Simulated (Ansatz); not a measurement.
Crystal: Ta4NiO11.

```
Ta Ni O
1.0
     4.77089    0.00000    0.00513
     0.00000    5.82454    0.00000
    -1.98628    0.00000    7.25051
Ta Ni O
4 1 11
Direct
  0.61339 0.50000 0.76042
  0.38661 0.50000 0.23958
  0.16615 0.00000 0.79875
  0.83385 0.00000 0.20125
  0.50000 0.00000 0.50000
  0.33278 0.79913 0.65053
  0.66722 0.79913 0.34947
  0.90047 0.25786 0.80718
  0.09953 0.25786 0.19282
  0.66722 0.20087 0.34947
  0.33278 0.20087 0.65053
  0.09953 0.74214 0.19282
  0.90047 0.74214 0.80718
  0.50000 0.50000 0.00000
  0.50000 0.00000 0.00000
  0.50000 0.50000 0.50000
```

The cell was built by a generator and needn't be a form met in nature.

Base run:

```yaml
Program: Ansatz 0.2.0
Functional: PBE
Potentials_or_basis: Ansatz PAW
Cutoff: "420 eV (not typed: the program's choice for these potentials)"
k_mesh: 6 × 5 × 4
Occupations: fermi-dirac, width 0.05 eV
Spin: collinear spin, ferromagnetic start
Starting_moments: "[0.0, 0.0, 0.0, 0.0, 1.0, 0.0, 0.0, 0.0, 0.0, 0.0, 0.0, 0.0, 0.0, 0.0, 0.0, 0.0] μB"
Hubbard_terms: Ni d U = 6 eV, Ta d U = 6 eV
```

Its results: band gap on the k mesh 2.66 eV, indirect (least direct gap 2.69 eV); pressure 4.2 GPa; net moment 0.00 μB per cell; largest force 0.756 eV/Å.

Problem. The run is repeated on the same cell with these changes: hubbard terms from Ni d U = 6 eV, Ta d U = 6 eV to Ni d U = 4 eV, Ta d U = 4 eV. What comes out?

Solution. Band gap on the k mesh 2.34 eV, indirect (least direct gap 2.44 eV); pressure 2.7 GPa; net moment 0.00 μB per cell; largest force 0.520 eV/Å.

Caveats: the magnetic or orbital state may not be the lowest; odd divisions of the mesh miss points on the zone boundary, where band edges often lie, so the gap on the mesh can be too wide; spin-orbit coupling is left out, which moves the levels of the heavy elements; the density of states is complete only up to the lowest level of the last band computed; the starting moments weren't kept.

A k mesh can miss the band edges.
